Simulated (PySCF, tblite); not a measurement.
# C₆H₁₇BGe: geometry, infrared bands and NMR shifts

Wanted: the infrared bands and NMR shifts of C₆H₁₇BGe (`B[C](C)(C)[Ge]([CH3])([CH3])[CH3]`), by calculation.

Computed with tblite 0.8.0 and PySCF 2.14.0, with density-fitted response routines of our own, on a single molecule in the gas phase. Atoms count from 0, in the outputs and in this text.

## Step 1: Starting geometry

25 atoms, charge 0, multiplicity 1; geometry from: force field or distance geometry start.

Bonds of the start (Å): B0–C1 1.61, C1–C2 1.53, C1–C3 1.54, C1–Ge4 1.97, Ge4–C5 1.94, Ge4–C6 1.96, Ge4–C7 1.94, B0–H8 1.18, B0–H9 1.19, C2–H10 1.11, C2–H11 1.12, C2–H12 1.11, C3–H13 1.11, C3–H14 1.10, C3–H15 1.12, C5–H16 1.11, C5–H17 1.11, C5–H18 1.11, C6–H19 1.11, C6–H20 1.11, C6–H21 1.11, C7–H22 1.12, C7–H23 1.10, C7–H24 1.11.

## Step 2: Optimising the geometry with GFN2-xTB

Job settings and geometry (Å):

```
{"job": {"kind": "relax", "xc": "GFN2-xTB", "basis": "xTB"}, "charge": 0, "multiplicity": 1}
B     -1.409300     0.321900     1.725000
C     -1.113300     0.058900     0.166500
C     -1.725500    -1.285300    -0.243800
C     -1.679400     1.202700    -0.688100
Ge     0.838700    -0.029500    -0.050400
C      1.651600     1.639100     0.520400
C      1.288800    -0.315700    -1.932000
C      1.598300    -1.479500     0.994800
H     -1.058100    -0.452500     2.546200
H     -2.009000     1.291000     2.072200
H     -1.520100    -1.492600    -1.317800
H     -2.842700    -1.260800    -0.116300
H     -1.334900    -2.118700     0.369800
H     -1.225400     2.169000    -0.393100
H     -1.466800     1.027800    -1.752900
H     -2.784100     1.268100    -0.544100
H      1.395600     1.834200     1.587000
H      2.757300     1.557700     0.422800
H      1.286100     2.477000    -0.101300
H      2.395800    -0.370300    -2.030600
H      0.895400     0.527300    -2.534800
H      0.837000    -1.268700    -2.273100
H      1.355200    -1.327600     2.075000
H      2.687100    -1.504900     0.860500
H      1.170800    -2.444500     0.646900
```

Run with:

```console
$ OMP_NUM_THREADS=1 python probes_run.py task.json out
```

This one command runs all jobs of the session in turn.

**Question.** This job is followed by: GFN2-xTB harmonic vibrations, gas phase; GIAO PBE0/pcSseg-1 NMR shielding, non-relativistic, gas phase. What will the session give for the following? strongest single infrared mode (GFN2-xTB); zero-point energy (GFN2-xTB); ¹³C shifts against TMS (PBE0/pcSseg-1, means over atoms taken as alike); ¹H shifts against TMS (PBE0/pcSseg-1, means over atoms taken as alike); ¹¹B shifts against BF3·OEt2 (PBE0/pcSseg-1); ⁷³Ge shifts against GeMe4 (PBE0/pcSseg-1).

The runs gave:

```
                                                               quantity                 value
                              strongest single infrared mode (GFN2-xTB)  834 cm⁻¹, 162 km/mol
                                           zero-point energy (GFN2-xTB)        131.9 kcal/mol
¹³C shifts against TMS (PBE0/pcSseg-1, means over atoms taken as alike)  58.8, 25.2, -0.5 ppm
 ¹H shifts against TMS (PBE0/pcSseg-1, means over atoms taken as alike)  7.23, 1.62, 0.24 ppm
                            ¹¹B shifts against BF3·OEt2 (PBE0/pcSseg-1)              78.3 ppm
                              ⁷³Ge shifts against GeMe4 (PBE0/pcSseg-1)                 9 ppm
```

The optimisation took 55 steps and gained 0.417 eV; among the close pairs (by a distance rule), C1–Ge4 changed most, from 1.966 to 2.082 Å. The lowest mode is slightly imaginary (15i cm⁻¹), a soft motion within the noise of the Hessian, so the minimum is not strictly shown. The strongest single mode, at 834 cm⁻¹, is spread over several atoms, H9, H8, B0 among them. Unscaled tight-binding wavenumbers are off by several per cent, some by more. Its intensities can rank the bands wrongly. At PBE0/pcSseg-1: The widest tensor belongs to B0: span 179 ppm, with a paramagnetic part of -174 ppm. Spin-orbit coupling is left out, which matters for shieldings and couplings at and beside the heavy atoms.
